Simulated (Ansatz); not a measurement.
**BiTe: an axial (c/a) deformation path**

Aim: for BiTe, follow an axial (c/a) deformation at fixed volume.

Computed with Ansatz 0.2.0 (DFT PBEsol, scalar-relativistic, plane waves, PAW, unless a step's input says otherwise).

## (1) The structure to begin with

It takes space group R-3m (No. 166, trigonal). Conventional cell: a = 4.845 Å, b = 4.845 Å, c = 9.952 Å, α = 90.00°, β = 90.00°, γ = 120.00°. Around Bi (site symmetry -3m) lie 6 Te at 3.25 Å. Te (site symmetry -3m) has 6 Bi at 3.25 Å as nearest neighbours.

As a file:

```
CELL_PARAMETERS angstrom
2.42271 1.39875 3.31729
-2.42271 1.39875 3.31729
0.00000 -2.79750 3.31729
ATOMIC_POSITIONS crystal
Bi 0.50000 0.50000 0.50000
Te 0.00000 0.00000 0.00000
```

It goes back to an entry of the Materials Project, which need not be the stable form.

The cell is taken as given, not relaxed at this level.

## (2) Zero of energy

Reference values: F = -19143.6723 eV; pressure -2.50 GPa; largest force 0.000 eV/Å; gap on the mesh none (metal). It was computed beforehand with the settings of the runs below.

## (3) Next: an axial (c/a) deformation path

At fixed volume and fractional coordinates, lengths along (0.000, 0.000, 1.000) are scaled against those across it; ρ is that ratio over its starting value.

## (4) ρ = 0.850

The input, input.yaml:

```yaml
crystal:
  lattice:
    - [2.5575731115, 1.4766155244, 2.9766628402]
    - [-2.5575731115, 1.4766155244, 2.9766628402]
    - [0.0, -2.9532310488, 2.9766628402]
  atoms:
    - { symbol: Bi, position: [0.5, 0.5, 0.5] }
    - { symbol: Te, position: [0.0, 0.0, 0.0] }
basis:
  ecutwfc: 420
kpoints:
  mp_grid: { grid: [12, 12, 12] }
hamiltonian:
  xc: pbesol
scf:
  occupations: { method: gaussian, width: 0.15 }
output:
  forces: true
  stress: true
  eigenvalues: true
```

Launch:

```sh
> ansatz run input.yaml --threads 1 --pin off --max-ram 2560MiB --backend cpu --events-out ev --progress --plain --runs-dir out
```

## (5) ρ = 1.200

input.yaml, as its differences from that of step 4:

```diff
@@ -2,5 +2,5 @@
   lattice:
-    - [2.5575731115, 1.4766155244, 2.9766628402]
-    - [-2.5575731115, 1.4766155244, 2.9766628402]
-    - [0.0, -2.9532310488, 2.9766628402]
+    - [2.2798553017, 1.3162750721, 3.746029497]
+    - [-2.2798553017, 1.3162750721, 3.746029497]
+    - [0.0, -2.6325501443, 3.746029497]
   atoms:
```

## (6) Point ρ = 0.920

input.yaml, as its differences from that of step 5:

```diff
@@ -2,5 +2,5 @@
   lattice:
-    - [2.2798553017, 1.3162750721, 3.746029497]
-    - [-2.2798553017, 1.3162750721, 3.746029497]
-    - [0.0, -2.6325501443, 3.746029497]
+    - [2.4909886969, 1.4381729947, 3.1379227438]
+    - [-2.4909886969, 1.4381729947, 3.1379227438]
+    - [0.0, -2.8763459894, 3.1379227438]
   atoms:
```

## (7) ρ = 1.100

input.yaml, as its differences from that of step 6:

```diff
@@ -2,5 +2,5 @@
   lattice:
-    - [2.4909886969, 1.4381729947, 3.1379227438]
-    - [-2.4909886969, 1.4381729947, 3.1379227438]
-    - [0.0, -2.8763459894, 3.1379227438]
+    - [2.3469480198, 1.355011071, 3.5349137267]
+    - [-2.3469480198, 1.355011071, 3.5349137267]
+    - [0.0, -2.710022142, 3.5349137267]
   atoms:
```

## (8) ρ = 0.960

input.yaml, as its differences from that of step 7:

```diff
@@ -2,5 +2,5 @@
   lattice:
-    - [2.3469480198, 1.355011071, 3.5349137267]
-    - [-2.3469480198, 1.355011071, 3.5349137267]
-    - [0.0, -2.710022142, 3.5349137267]
+    - [2.4558996751, 1.4179143385, 3.2282303593]
+    - [-2.4558996751, 1.4179143385, 3.2282303593]
+    - [0.0, -2.835828677, 3.2282303593]
   atoms:
```

## (9) Point ρ = 1.050

input.yaml, as its differences from that of step 8:

```diff
@@ -2,5 +2,5 @@
   lattice:
-    - [2.4558996751, 1.4179143385, 3.2282303593]
-    - [-2.4558996751, 1.4179143385, 3.2282303593]
-    - [0.0, -2.835828677, 3.2282303593]
+    - [2.3836250067, 1.3761865393, 3.4269667821]
+    - [-2.3836250067, 1.3761865393, 3.4269667821]
+    - [0.0, -2.7523730785, 3.4269667821]
   atoms:
```

## (10) At ρ = 0.800

input.yaml, as its differences from that of step 9:

```diff
@@ -2,5 +2,5 @@
   lattice:
-    - [2.3836250067, 1.3761865393, 3.4269667821]
-    - [-2.3836250067, 1.3761865393, 3.4269667821]
-    - [0.0, -2.7523730785, 3.4269667821]
+    - [2.6097828348, 1.5067588222, 2.8587555455]
+    - [-2.6097828348, 1.5067588222, 2.8587555455]
+    - [0.0, -3.0135176444, 2.8587555455]
   atoms:
```

## (11) ρ = 1.300

input.yaml, as its differences from that of step 10:

```diff
@@ -2,5 +2,5 @@
   lattice:
-    - [2.6097828348, 1.5067588222, 2.8587555455]
-    - [-2.6097828348, 1.5067588222, 2.8587555455]
-    - [0.0, -3.0135176444, 2.8587555455]
+    - [2.2198310163, 1.2816200348, 3.9513539146]
+    - [-2.2198310163, 1.2816200348, 3.9513539146]
+    - [0.0, -2.5632400697, 3.9513539146]
   atoms:
```

(Steps that only read results are left out.)

Before running it: what results should come out? Wanted: highest point.

**Answer**, as computed:

| quantity | value |
| --- | --- |
| highest point | 92.1 meV/atom at ρ = 0.800 |

What this shows: The undisturbed cell stays the lowest of the sampled points. No further minimum shows among the sampled points. Spin-orbit coupling is left out for Bi, Te.
